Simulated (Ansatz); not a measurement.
BiS:

```
Bi S
1.0
     4.00294    0.00000    0.00000
     0.00000    4.00294    0.00000
     0.00000    0.00000    4.00294
Bi S
1 1
Direct
  0.50000 0.50000 0.50000
  0.00000 0.00000 0.00000
```

The cell was built by a generator and needn't be a form met in nature.

| Property | Result |
| --- | --- |
| Program | Ansatz 0.2.0 |
| Task | relaxation of cell and atoms |
| Functional | PBE |
| Dispersion | D3(BJ) |
| Potentials or basis | Ansatz PAW |
| Cutoff | 420 eV (not typed: the program's choice for these potentials) |
| k mesh | 7 × 7 × 7 |
| Occupations | fermi-dirac, width 0.05 eV |
| Spin | no spin polarisation |

At the start: volume 32.07 Å³/atom.

Q: Where does the relaxation end?

A: It ends after 6 steps and the volume is 22.28 Å³/atom (-30.5 %); space group Pm-3m (No. 221, to 0.05 Å).

Step by step:
```tsv
step	energy change (eV)	largest force (eV/Å)	volume (Å³)
1	0.0000	0.0000	64.14
2	-0.6550	0.0000	55.21
3	-1.0449	0.0000	47.15
4	-1.0712	0.0000	43.46
5	-1.0779	0.0000	44.57
6	-1.0762	0.0000	44.57
```

Final structure:
```xyz
2
Lattice="3.5454 0.0000 0.0000 0.0000 3.5454 0.0000 0.0000 0.0000 3.5454" Properties=species:S:1:pos:R:3 pbc="T T T"
Bi    1.7727    1.7727    1.7727
S     0.0000    0.0000    0.0000
```

Caveat: the volume moved by over 15 % at a fixed basis, so the end points are rough; the plane-wave basis is chosen anew once the cell has moved, so the energies of steps on either side of that aren't comparable; pairwise dispersion overbinds metals, which lowers pressure and volume.
